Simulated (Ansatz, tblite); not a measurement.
# B(H2S)Cl3 (BCl3H2S): one state, many levels

How do method and basis change the picture of B(H2S)Cl3 (BCl3H2S) (singlet)?

Program: Ansatz 0.2.0, Gaussian basis. Level of theory: as each input shows. These are calculated values, not measurements.

The runs, in order: GFN1-xTB, GFN2-xTB, PBE-D4/def2-TZVP, r2SCAN-D4/def2-TZVP, ωB97X-V/def2-TZVP, B3LYP-D4/def2-TZVP, CAM-B3LYP-D4/def2-TZVP, HF/def2-TZVP, r2SCAN0-D4/def2-TZVP, HSE06-D4/def2-TZVP, ωB97M-V/def2-TZVP, PBE-D4/def2-SVP, PBE0-D4/def2-SVP, CCSD(T)/def2-TZVPP, MP2/def2-TZVP, RPA/def2-TZVP.

## Step 1: The geometry

The singlet was relaxed beforehand with PBE0-D4/def2-SVP.

7 atoms, charge 0, spin multiplicity 1.

Bond lengths: B1–S2 2.160 Å, B1–Cl5 1.801 Å, B1–Cl6 1.803 Å, B1–Cl7 1.801 Å, S2–H3 1.353 Å, S2–H4 1.353 Å. Angles: S2–B1–Cl5 100.9°, S2–B1–Cl6 104.9°, S2–B1–Cl7 100.9°, Cl5–B1–Cl6 115.4°, Cl5–B1–Cl7 116.1°, Cl6–B1–Cl7 115.4°, B1–S2–H3 98.9°, B1–S2–H4 99.0°, H3–S2–H4 93.2°.

PBE0-D4/def2-TZVP was run before; its log isn't repeated, and its numbers join the tables.

## Step 2: GFN1-xTB

Tight binding, by tblite at 300 K electronic temperature and without a spin-polarisation term:

```python
tblite.interface.Calculator('GFN1-xTB', numbers, positions, charge=0, uhf=0).singlepoint()
```

Energy -518.3564 eV, HOMO -12.55 eV, LUMO -6.67 eV; 0.007 s.

## Step 3: GFN2-xTB

Tight binding, by tblite at 300 K electronic temperature and without a spin-polarisation term:

```python
tblite.interface.Calculator('GFN2-xTB', numbers, positions, charge=0, uhf=0).singlepoint()
```

Energy -523.0288 eV, HOMO -11.76 eV, LUMO -7.27 eV; 0.007 s.

## Step 4: PBE-D4/def2-TZVP

start.molden holds the orbitals of an earlier run on this state, given as this run's starting guess.

in.yaml reads:

```yaml
crystal:
  periodic: [false, false, false]
  atoms:
    - {symbol: B, position_ang: [0.120558, -0.208572, -0.826202]}
    - {symbol: S, position_ang: [0.138586, -0.235850, 1.333730]}
    - {symbol: H, position_ang: [0.534528, 1.039031, 1.556876]}
    - {symbol: H, position_ang: [-1.165139, 0.049513, 1.559018]}
    - {symbol: Cl, position_ang: [1.886054, -0.207260, -1.181473]}
    - {symbol: Cl, position_ang: [-0.757619, 1.304165, -1.262583]}
    - {symbol: Cl, position_ang: [-0.756967, -1.741027, -1.179367]}
basis:
  gaussian: {orbitals: def2-TZVP, initial_orbitals: start.molden}
hamiltonian: {xc: pbe, dispersion: d4}
scf: {omitted_lower_state_checks: [starts]}
output: {orbitals: {seedname: orbitals}}
```

Run with:

```sh
ansatz run in.yaml --threads 4 --pin off --events-out ev --progress --plain --max-ram 3916MiB
```

Further steps of the session: r2SCAN-D4/def2-TZVP; ωB97X-V/def2-TZVP; B3LYP-D4/def2-TZVP; CAM-B3LYP-D4/def2-TZVP; HF/def2-TZVP; r2SCAN0-D4/def2-TZVP; HSE06-D4/def2-TZVP; ωB97M-V/def2-TZVP; PBE-D4/def2-SVP; PBE0-D4/def2-SVP; CCSD(T)/def2-TZVPP; MP2/def2-TZVP; RPA/def2-TZVP.

Q: Predict the results of all the runs planned. Wanted: gap in def2-TZVP, named functionals and Hartree-Fock, smallest and largest; correlation energy, CCSD(T)/def2-TZVPP; correlation energy, MP2/def2-TZVP; binding an atom, CCSD(T)/def2-TZVPP; PBE0 total energy, smallest basis above largest.

As calculated:

| quantity | value |
| --- | --- |
| gap in def2-TZVP, named functionals and Hartree-Fock, smallest and largest | 5.10 eV (PBE-D4), 14.23 eV (HF) |
| correlation energy, CCSD(T)/def2-TZVPP | -26.56 eV |
| correlation energy, MP2/def2-TZVP | -23.16 eV |
| binding an atom, CCSD(T)/def2-TZVPP | 3.038 eV |
| PBE0 total energy, smallest basis above largest | 17.25 eV (def2-SVP, def2-TZVP) |

In words: Orbital gaps of the named functionals and Hartree-Fock in def2-TZVP span 5.10 eV (PBE-D4) to 14.23 eV (HF); exact exchange widens it. The functionals in def2-TZVP miss CCSD(T)/def2-TZVPP by +0.068 (CAM-B3LYP-D4) to +0.212 eV (PBE-D4) an atom. CCSD(T)/def2-TZVPP isn't at the basis-set limit; small misses against it rank nothing.
